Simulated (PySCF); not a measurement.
**A gas-phase reaction: C2H6Zn + H2S → CH4SZn + CH4**

Aim: the reaction energy of `[CH3][Zn][CH3]` + `S` → `[CH3][Zn][SH]` + `C`.

Programs: PySCF 2.14.0. All values are calculated, for the isolated system unless a continuum is named. Atoms count from 0, parts from 1.

## Step 1: Starting point

Each species was relaxed by itself at PBE0-D3(BJ)/def2-SVPD.

## Step 2: Energies of the species: wB97M-D3(BJ)/def2-TZVPD

Job settings and geometry (Å):

```
{"job": {"kind": "react", "xc": "wB97M-D3(BJ)", "basis": "def2-TZVPD"}, "charge": 0, "multiplicity": 1}
-1 C2H6Zn charge 0 multiplicity 1
C      1.283320    -0.873320    -1.168510
Zn    -0.001010     0.002230    -0.002760
C     -1.283470     0.873530     1.168220
H      2.210210    -1.132990    -0.632600
H      0.881180    -1.808050    -1.590780
H      1.569460    -0.231890    -2.017310
H     -1.854620     0.143660     1.763850
H     -0.790260     1.555850     1.878790
H     -2.014950     1.471130     0.601080

-1 H2S charge 0 multiplicity 1
S     -0.000530     0.615350     0.006840
H     -0.984040    -0.309200    -0.011900
H      0.965630    -0.327470    -0.000610

+1 CH4SZn charge 0 multiplicity 1
C     -0.602420    -0.928970     0.702220
Zn     0.085200     0.600360    -0.257740
S      0.837740     2.362560    -1.337640
H      0.162710    -1.364440     1.362340
H     -1.461230    -0.648580     1.330700
H     -0.938610    -1.717870     0.012880
H      1.916590     1.696960    -1.812770

+1 CH4 charge 0 multiplicity 1
C     -0.003310    -0.000100    -0.000410
H      0.494860     0.749050    -0.628090
H      0.745440    -0.527680     0.603250
H     -0.531190    -0.719320    -0.638720
H     -0.722360     0.497560     0.661910
```

Level: wB97M-D3(BJ)/def2-TZVPD reaction energy of separated species, gas phase.

Command:

```
OMP_NUM_THREADS=1 python cluster_run.py task.json out
```

One launch serves the whole session: the jobs run in the order shown.

**Question.** The jobs that follow are: PBE0-D3(BJ)/def2-TZVPD reaction energy of separated species, gas phase; MP2/def2-TZVPD reaction energy of separated species, gas phase. Predict: reaction energy (wB97M-D3(BJ)/def2-TZVPD); ΔH, ΔG at 298 K (xTB thermal terms). Thermal terms come from harmonic xTB runs on each species.

The runs gave:

| quantity | value |
| --- | --- |
| reaction energy (wB97M-D3(BJ)/def2-TZVPD) | -28.63 kcal/mol |
| ΔH, ΔG at 298 K (xTB thermal terms) | -25.2, -26.8 kcal/mol |
| range of the reaction energy over the runs of this table | -29.63 to -28.63 kcal/mol |

The reaction is exothermic by 25.2 kcal/mol in the gas phase; dispersion gives +0.09, and xTB itself gave -33.76 for the electronic energy (xTB energies and thermal terms come from the earlier relaxation of each species, not shown). No barrier was sought. The reaction energy runs from -29.63 (PBE0-D3(BJ)/def2-TZVPD) to -28.63 kcal/mol (wB97M-D3(BJ)/def2-TZVPD).
